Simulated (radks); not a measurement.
# Gd inside a hard spherical wall

The task here is to estimate one member of a computed series from the others.

Program: radks (a radial shooting solver on a logarithmic mesh, Libxc functionals) version 1. Level of theory: scalar-relativistic Kohn-Sham, PBE, spin-unpolarised, spherical densities, finite nucleus. These are calculated values, not measurements, unless marked.

## The atom as given

| Quantity | Value |
| --- | --- |
| element | gadolinium (Z = 64) |
| charge | 0 |
| electrons | 64 |
| configuration | [Xe] 4f7 5d1 6s2 |
| nuclear rms radius | 5.1569 fm |

The outer shells:

Gd
```
[Xe] core
4f [↑ ][↑ ][↑ ][↑ ][↑ ][↑ ][↑ ]
5d [↑ ][  ][  ][  ][  ]
6s [↑↓]
```

The first run:

The run's settings:

```text
Z 64
configuration [Xe] 4f7 5d1 6s2 6p0 7s0 5f0
relativity scalar-relativistic
functional pbe,pbe
spin unpolarised
nucleus finite rms 5.1569 fm
c 137.035999084
```

Among the steps run: The free atom; Wall at 20 bohr; Wall at 15 bohr; Wall at 10 bohr; Wall at 7 bohr; Wall at 5 bohr; Wall at 4 bohr; Wall at 2 bohr; Wall at 1.5 bohr.

One of the session's tables, all rows but one given; the rest of the session is left out.

| R (bohr) | E − E(free) (eV) | ε(5d) (eV) | ε(6p, empty) (eV) | ε(7s, empty) (eV) | ε(5f, empty) (eV) |
| --- | --- | --- | --- | --- | --- |
| free | 0.000 | -2.534 | -1.333 | - | - |
| 20 | 0.000 | -2.534 | -1.333 | -0.004 | 1.303 |
| 15 | ? | ? | ? | ? | ? |
| 10 | 0.063 | -2.400 | -1.024 | 2.421 | 4.108 |
| 7 | 1.181 | -1.360 | 0.905 | 9.822 | 8.516 |
| 5 | 8.598 | 1.950 | 8.148 | 30.838 | 17.854 |
| 4 | 26.188 | 6.896 | 20.711 | 62.156 | 29.323 |
| 2 | 637.55 | 91.530 | 231.58 | 477.58 | 155.49 |
| 1.5 | 2106.7 | 239.28 | 558.88 | 1057.4 | 321.63 |

Q: Estimate the row for R (bohr) = 15 from the others.

Worked estimate for «E − E(free) (eV)». A straight line through the neighbours (20, 0.000) and (10, 0.063) gives 0.000 + (0.063 − 0.000) × (15 − 20) / (10 − 20) = 0.032; a parabola fitted to 3 rows on both sides gives -0.673.

As computed: E − E(free) (eV): 0.000; ε(5d) (eV): -2.532; ε(6p, empty) (eV): -1.322; ε(7s, empty) (eV): 0.311; ε(5f, empty) (eV): 2.011. In «E − E(free) (eV)» the line misses by +0.032 and the parabola by -0.673. Between these rows the values bend or scatter more than so simple an estimate can follow.

From R = 5 bohr inwards the highest occupied level lies above zero, pushed up by confinement. Shells are not refilled when levels cross, and a hard wall is a model, not a crystal.
